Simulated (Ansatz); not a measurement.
# SiC: the cost of one run

Method: DFT PBE, scalar-relativistic, plane waves, PAW, in Ansatz 0.2.0.

### 1 The structure to begin with

The structure is cubic, space group F-43m (No. 216). Conventional cell: a = 4.358 Å, b = 4.358 Å, c = 4.358 Å, α = 90.00°, β = 90.00°, γ = 90.00°. Si (site symmetry -43m) is surrounded by 4 C at 1.89 Å. Around C (site symmetry -43m) lie 4 Si at 1.89 Å.

Structure file:

```cif
data_structure
_symmetry_space_group_name_H-M 'P 1'
_symmetry_Int_Tables_number 1
_cell_length_a 3.0816
_cell_length_b 3.0816
_cell_length_c 3.0816
_cell_angle_alpha 60.000
_cell_angle_beta 60.000
_cell_angle_gamma 60.000
_cell_volume 20.69
loop_
_atom_site_label
_atom_site_type_symbol
_atom_site_fract_x
_atom_site_fract_y
_atom_site_fract_z
_atom_site_occupancy
Si1 Si 0.00000 0.00000 0.00000 1
C1 C 0.25000 0.25000 0.25000 1
```

The structure rests on an entry of the Crystallography Open Database; cell or positions may have been set otherwise for this series.

### 2 Relaxing cell and atoms: SiC, no spin

The input, input.yaml:

```yaml
crystal:
  lattice:
    - [0.0, 2.179, 2.179]
    - [2.179, 0.0, 2.179]
    - [2.179, 2.179, 0.0]
  atoms:
    - { symbol: Si, position: [0.0, 0.0, 0.0] }
    - { symbol: C, position: [0.25, 0.25, 0.25] }
scf:
  occupations: { method: fixed }
output:
  forces: true
  stress: true
  eigenvalues: true
  write_density: true
  write_potential: true
  elf: true
  volumetric_format: npy
hamiltonian:
  xc: pbe
relax:
  f_tol: 0.001
  max_steps: 60
  cell: { stress_tol: 0.03 }
kpoints:
  mp_grid: { grid: [10, 10, 10] }
```

Command:

```bash
ansatz run input.yaml --threads 8 --pin off --max-ram 20480MiB --backend cpu --events-out ev --progress --plain --runs-dir out
```

Q: Estimate wall time and peak memory on 8 threads of Arm Neoverse N1, shared host.

About 3.5 s, with a peak of 0.31 GiB.
